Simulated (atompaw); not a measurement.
# Pseudopotential generation for silicon: PAW (atompaw), LDA (PW92)

Task: generate the file, and judge it by its logarithmic derivatives, its ghosts and its cutoff.

Program: atompaw 4.2.0.5. Reference atom: LDA (PW92), scalar-relativistic, spherical and spin-unpolarised. All values are calculated.

## Step 1: Starting point

The settings as typed:

```
element                 : silicon (Si, Z = 14)
type                    : PAW
frozen core             : [Ne]
valence charge          : 4
reference configuration : 3s2 3p2
partial waves           : 3s (bound): rc 2.40 bohr; 3s channel at 1.15 Ry: rc 1.65 bohr; 3p (bound): rc 2.40 bohr; 3p channel at 0.05 Ry: rc 2.40 bohr; 3d channel at -0.2 Ry: rc 2.40 bohr; 3d channel at 0.3 Ry: rc 2.40 bohr
local potential         : troulliermartins scheme with l = 3 at -0.5 Ry, radius 2.00 bohr
core correction         : smooth core density matched at 1.55 bohr
augmentation charge     : sinc compensation charge, radius 2.20 bohr; PAW radius 2.40 bohr; waves and projectors: custom polynom2 7 10 vanderbiltortho
```

The outer shells as boxes (Hund's rule for the drawing; the calculation is spin-unpolarised):

```
[Ne] core
3s [↑↓]
3p [↑ ][↑ ][  ]
```

An earlier all-electron run gives the scale for the radii.

All-electron outer shells of the reference configuration (LDA (PW92), scalar-relativistic, ld1.x):

```csv
shell,level (eV),outermost node (bohr),outermost maximum (bohr)
2s,-138.74,0.15,0.45
2p,-95.61,–,0.39
3s,-10.88,0.72,1.77
3p,-4.16,0.72,2.14
```

## Step 2: Generation

Si.input

```
Si 14
LDA-PW scalarrelativistic loggrid 1500 logderivrange -3 5 201
3 3 0 0 0 0
3 1 2
0 0 0
c
c
v
c
v
2
2.40 2.20 2.00 1.55
y
1.15
n
y
0.05
n
y
-0.2
y
0.3
n
custom polynom2 7 10 vanderbiltortho sinc
3 -0.5 troulliermartins
2.40
1.65
2.40
2.40
2.40
2.40
PWSCFOUT
UPFDX 0.0125d0 UPFXMIN -7.d0 UPFZMESH 14.d0
END
```

Launch:

```sh
atompaw < Si.input > Si.log
```

Q: Predict the outcome of this session. Wanted: cutoffs for 10 and 1 mRy, occupied levels; bound ghosts; largest phase difference near zero energy, channels read; lowest eigenvalue of the overlap; share of valence orbitals outside the PAW sphere; UPF file.

The runs gave:

| quantity | value |
| --- | --- |
| cutoffs for 10 and 1 mRy, occupied levels | 10 Ry and 18 Ry |
| bound ghosts | none found |
| largest phase difference near zero energy, channels read | 0.000 rad |
| lowest eigenvalue of the overlap (Bessel basis) | 0.782 (s) |
| share of valence orbitals outside the PAW sphere | 3s 33 %, 3p 56 % |
| UPF file | written |

In words: It counts as soft on the atom at that tolerance, with 10 Ry needed at the looser tolerance. The slowest occupied level is 3p: taken alone it needs 15 Ry to come within 1 mRy, against 10 Ry for 3s. No bound ghost shows below the valence levels. Near zero energy the phases of the channels with partial waves agree within 0.001 rad. All of this concerns the isolated atom, not yet a solid.
